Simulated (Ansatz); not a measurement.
# C₄H₁₂Ge: one species, many methods

The task here is to estimate one member of a computed series from the others.

Program: Ansatz 0.2.0, Gaussian basis. Level of theory: functionals in def2-TZVPP, the program's frozen cores in correlated methods. These are calculated values, not measurements.

Levels to be run: LDA (SPW92), PBE-D4, revPBE-D4, BLYP-D4, r2SCAN-D4, B97M-V, PBE0-D4, B3LYP-D4, r2SCANh-D4, r2SCAN0-D4, HSE06-D4, BHLYP-D4, CAM-B3LYP-D4, LC-ωPBE, ωB97X-V, ωB97M-V, B2PLYP, PBE-QIDH; CCSD(T)/def2-SVP; MP2/def2-TZVPP; RPA on PBE.

1 further run of the same task is left out (it didn't finish). Runs told in other sessions of the task aren't counted.

### The relaxed structure

An earlier PBE0-D4 in a triple-zeta def2 set relaxation fixed the geometry.

17 atoms, charge 0, spin multiplicity 1.

Atoms are counted from 1 here; the program's logs count them from 0.

Bond lengths: C1–C2 1.525 Å, C1–H6 1.094 Å, C1–H7 1.097 Å, C1–H8 1.094 Å, C2–C3 1.525 Å, C2–C4 1.525 Å, C2–Ge5 1.979 Å, C3–H9 1.094 Å, C3–H10 1.094 Å, C3–H11 1.097 Å, C4–H12 1.094 Å, C4–H13 1.094 Å, C4–H14 1.097 Å, Ge5–H15 1.542 Å, Ge5–H16 1.542 Å, Ge5–H17 1.542 Å. Angles: C2–C1–H6 111.8°, C2–C1–H7 110.1°, C2–C1–H8 111.8°, H6–C1–H7 107.5°, H6–C1–H8 107.9°, H7–C1–H8 107.5°, C1–C2–C3 110.0°, C1–C2–C4 110.0°, C1–C2–Ge5 108.9°, C3–C2–C4 110.0°, C3–C2–Ge5 108.9°, C4–C2–Ge5 108.9°, C2–C3–H9 111.8°, C2–C3–H10 111.8°, C2–C3–H11 110.1°, H9–C3–H10 107.9°, H9–C3–H11 107.5°, H10–C3–H11 107.5° and more.

Set-up of the first run:

in.yaml

```yaml
crystal:
  periodic: [false, false, false]
  atoms:
    - {symbol: C, position_ang: [-0.740215, 0.398956, -1.329149]}
    - {symbol: C, position_ang: [0.063021, -0.042343, -0.110844]}
    - {symbol: C, position_ang: [1.455115, 0.577850, -0.151524]}
    - {symbol: C, position_ang: [0.170387, -1.562777, -0.079772]}
    - {symbol: Ge, position_ang: [-0.865251, 0.569671, 1.526586]}
    - {symbol: H, position_ang: [-0.837059, 1.487007, -1.380400]}
    - {symbol: H, position_ang: [-0.241391, 0.069129, -2.248830]}
    - {symbol: H, position_ang: [-1.746525, -0.029054, -1.329949]}
    - {symbol: H, position_ang: [2.058039, 0.281576, 0.711358]}
    - {symbol: H, position_ang: [1.413430, 1.670378, -0.173954]}
    - {symbol: H, position_ang: [1.987184, 0.250029, -1.053108]}
    - {symbol: H, position_ang: [-0.813199, -2.039724, -0.049079]}
    - {symbol: H, position_ang: [0.741399, -1.912810, 0.784678]}
    - {symbol: H, position_ang: [0.682881, -1.922581, -0.980501]}
    - {symbol: H, position_ang: [-0.989676, 2.106343, 1.526819]}
    - {symbol: H, position_ang: [-2.279431, -0.040123, 1.597982]}
    - {symbol: H, position_ang: [-0.077709, 0.137976, 2.779688]}
basis:
  gaussian: {orbitals: def2-TZVPP}
hamiltonian: {xc: lda}
output: {orbitals: {seedname: orbitals}}
```

Command:

```sh
> ansatz run in.yaml --threads 4 --pin off --events-out ev --progress --plain --max-ram 11315MiB
```

Among the steps run: LDA; PBE-D4 (GGA); revPBE-D4 (GGA); BLYP-D4 (GGA); r2SCAN-D4 (meta-GGA); B97M-V (meta-GGA); B3LYP-D4 (hybrid); r2SCANh-D4 (hybrid); r2SCAN0-D4 (hybrid); HSE06-D4 (hybrid); BHLYP-D4 (hybrid); CAM-B3LYP-D4 (range-separated); LC-ωPBE (range-separated); ωB97X-V (range-separated); ωB97M-V (range-separated); B2PLYP (double hybrid); PBE-QIDH (double hybrid).

One of the session's tables, all rows but one given; the rest of the session is left out.

It belongs to the step «Frontier levels by functional». 

```
  functional  HOMO (eV)  LUMO (eV)  gap (eV)
 LDA (SPW92)      -6.63      -0.38      6.25
      PBE-D4      -6.53      -0.12      6.42
   revPBE-D4      -6.48       0.02      6.50
     BLYP-D4      -6.43      -0.07      6.36
   r2SCAN-D4      -6.75       0.37      7.12
      B97M-V      -6.88      -0.06      6.82
     PBE0-D4      -7.68       0.67      8.35
    B3LYP-D4          ?          ?         ?
  r2SCANh-D4      -7.18       0.62      7.80
  r2SCAN0-D4      -7.83       0.98      8.81
    HSE06-D4      -7.28       0.30      7.59
    BHLYP-D4      -8.77       1.35     10.13
CAM-B3LYP-D4      -9.00       1.50     10.50
     LC-ωPBE     -10.27       2.74     13.01
     ωB97X-V      -9.96       2.52     12.49
     ωB97M-V      -9.83       2.19     12.02
```

**Question.** Estimate the row for B3LYP-D4.

Worked estimate for «HOMO (eV)». Against the share of exact exchange, BLYP-D4 (0, -6.43), BHLYP-D4 (0.5, -8.77) give a slope of -4.68 per unit share; at 0.2 the line stands at -7.37.

The run gave: HOMO (eV): -7.51; LUMO (eV): 0.39; gap (eV): 7.89. In «HOMO (eV)» the line misses by +0.14.
